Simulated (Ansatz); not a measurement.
# CH4BrClSi: the cost of one run

All numbers below are computed with Ansatz 0.2.0 (RKS LDA/def2-SVP).

### 1 The system as given

Bond lengths: Si1–C2 1.788 Å, C2–Cl3 1.751 Å, C2–Br4 1.884 Å, Si1–H5 1.551 Å, Si1–H6 1.505 Å, Si1–H7 1.491 Å, C2–H8 1.129 Å. Angles: Si1–C2–Cl3 109.3°, Si1–C2–Br4 113.0°, Si1–C2–H8 111.9°, Cl3–C2–Br4 108.1°, Cl3–C2–H8 107.9°, Br4–C2–H8 106.3°, C2–Si1–H5 110.2°, C2–Si1–H6 115.0°, C2–Si1–H7 114.5°, H5–Si1–H6 103.7°, H5–Si1–H7 104.7°, H6–Si1–H7 107.7°.

As a file:

```xyz
8

Si   -0.1467    0.7704    0.3982
C     0.3066   -0.7338   -0.4561
Cl    1.0052   -1.8613    0.6875
Br   -1.1575   -1.5777   -1.2897
H    -0.7887    1.7764   -0.5929
H    -1.1950    0.6038    1.4648
H     1.0002    1.5100    0.9997
H     1.0681   -0.5449   -1.2674
```

### 2 Relaxing end A

input.yaml reads:

```yaml
crystal:
  periodic: [false, false, false]
  atoms:
    - { symbol: Si, position_ang: [-0.1467, 0.7704, 0.3982] }
    - { symbol: C, position_ang: [0.3066, -0.7338, -0.4561] }
    - { symbol: Cl, position_ang: [1.0052, -1.8613, 0.6875] }
    - { symbol: Br, position_ang: [-1.1575, -1.5777, -1.2897] }
    - { symbol: H, position_ang: [-0.7887, 1.7764, -0.5929] }
    - { symbol: H, position_ang: [-1.195, 0.6038, 1.4648] }
    - { symbol: H, position_ang: [1.0002, 1.51, 0.9997] }
    - { symbol: H, position_ang: [1.0681, -0.5449, -1.2674] }
basis:
  gaussian: { orbitals: def2-SVP }
hamiltonian:
  xc: lda
relax:
  f_tol: 0.015
  max_steps: 40
```

Command:

```sh
$ ansatz run input.yaml --threads 2 --pin off --max-ram 3072MiB --backend cpu --events-out ev --progress --plain --runs-dir out
```

Q: Estimate wall time and peak memory on 2 threads of Arm Neoverse V2, shared host.

About 7.2 s, with a peak of 0.15 GiB.
